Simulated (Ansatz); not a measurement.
**Lu (bcc type): a single-point run**

The task is a single-point run on Lu (bcc type).

Method: DFT, LDA, all-electron LAPW, scalar-relativistic, in Ansatz 0.2.0.

2 further runs of the same task are left out: 2 that didn't finish. Runs told in other sessions of the task aren't counted.

### 1 Starting point

Symmetry: Im-3m, No. 229, cubic system. Conventional cell: a = 5.615 Å, b = 5.615 Å, c = 5.615 Å, α = 90.00°, β = 90.00°, γ = 90.00°.

Coordinates:

```cif
data_structure
_symmetry_space_group_name_H-M 'P 1'
_symmetry_Int_Tables_number 1
_cell_length_a 4.8631
_cell_length_b 4.8631
_cell_length_c 4.8631
_cell_angle_alpha 109.471
_cell_angle_beta 109.471
_cell_angle_gamma 109.471
_cell_volume 88.54
loop_
_atom_site_label
_atom_site_type_symbol
_atom_site_fract_x
_atom_site_fract_y
_atom_site_fract_z
_atom_site_occupancy
Lu1 Lu 0.00000 0.00000 0.00000 1
```

### 2 Running it

Input file input.yaml:

```yaml
crystal:
  lattice:
    - [-2.8077267, 2.8077267, 2.8077267]
    - [2.8077267, -2.8077267, 2.8077267]
    - [2.8077267, 2.8077267, -2.8077267]
  atoms:
    - { symbol: Lu, position: [0.0, 0.0, 0.0] }
kpoints:
  mp_grid: { grid: [14, 14, 14] }
scf:
  occupations: { method: fermi_dirac, width: 0.1 }
  max_iter: 100
hamiltonian:
  xc: lda
  pseudopotentials: { kind: all_electron, lapw: { basis_error: 0.001 } }
output:
  forces: true
  stress: true
  eigenvalues: true
  populations: true
```

Command:

```sh
> ansatz run input.yaml --threads 1 --pin off --max-ram 2048MiB --backend cpu --events-out ev --progress --plain --runs-dir out
```

Q: Will this input give a usable result? If not, why, and what should change?

This run ends as converged. Convergence says nothing about whether the input makes sense.

All or some distances are much too long for bonding. The shortest distance in the input is 4.86 Å.

What to do: restore the intended geometry.
